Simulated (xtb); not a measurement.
# doublet C3H4F2Si+ at GFN1-xTB

Wanted: a structure relaxation of doublet C3H4F2Si+. 

Program for the calculation: xtb 6.7.1.

4 further runs of the same task are left out: 4 set aside as unsound or not needed.

## Step 1: Starting point

The species is C3H4F2Si+ (10 atoms), meant as a doublet with charge +1. As SMILES of the parent species, `C#C[Si](C)(F)F`. The shape was relaxed beforehand at GFN2-xTB. The run starts from this shape.

Bond lengths: C1–C2 1.202 Å, C2–Si3 1.842 Å, Si3–C4 1.881 Å, Si3–F5 1.603 Å, Si3–F6 1.603 Å, C1–H7 1.052 Å, C4–H8 1.088 Å, C4–H9 1.086 Å, C4–H10 1.086 Å. Some angles: C1–C2–Si3 178.8°, C2–Si3–C4 115.2°, C2–Si3–F5 108.9°, C2–Si3–F6 108.9°, C4–Si3–F5 110.8°, C4–Si3–F6 110.8°, F5–Si3–F6 101.3°, C2–C1–H7 178.9°, Si3–C4–H8 110.8°, Si3–C4–H9 111.5°.

## Step 2: A geometry optimisation at GFN1-xTB

The input, geo.gen:

```
10 C
 C Si F H
   1  1      2.62699000     -0.17925000     -0.57587000
   2  1      1.43640000     -0.01821000     -0.59598000
   3  2     -0.39243000      0.20165000     -0.59758000
   4  1     -1.23883000     -0.12706000      1.05008000
   5  3     -1.02447000     -0.71033000     -1.75512000
   6  3     -0.73809000      1.67298000     -1.13282000
   7  4      3.67142000     -0.30541000     -0.57088000
   8  4     -2.31310000      0.02365000      0.96870000
   9  4     -1.07381000     -1.14691000      1.38602000
  10  4     -0.87087000      0.53779000      1.82645000
```

Launch:

```bash
$ xtb geo.gen --gfn 1 -v --chrg 1 -u 1 --opt vtight | tee xtb.out
```

What values should one expect? Wanted: total energy at the end; HOMO energy; LUMO energy; dispersion energy.

Answer, from the run:

Level: GFN1-xTB.

| quantity | value |
| --- | --- |
| total energy at the end | -20.17445 Eh |
| HOMO energy (partly filled) | -17.85 eV |
| LUMO energy | -12.47 eV |
| dispersion energy | -8.36 kJ/mol |

In words: At the final geometry: Bond lengths: C1–C2 1.214 Å, C2–Si3 1.835 Å, Si3–C4 1.987 Å, Si3–F5 1.558 Å, Si3–F6 1.558 Å, C1–H7 1.064 Å, C4–H8 1.094 Å, C4–H9 1.088 Å, C4–H10 1.088 Å. Some angles: C1–C2–Si3 179.1°, C2–Si3–C4 104.2°, C2–Si3–F5 113.4°, C2–Si3–F6 113.4°, C4–Si3–F5 106.3°, C4–Si3–F6 106.3°, F5–Si3–F6 112.3°, C2–C1–H7 173.8°, Si3–C4–H8 99.9°, Si3–C4–H9 109.6°. The optimisation took 15 steps and changed the energy by -0.283 eV.
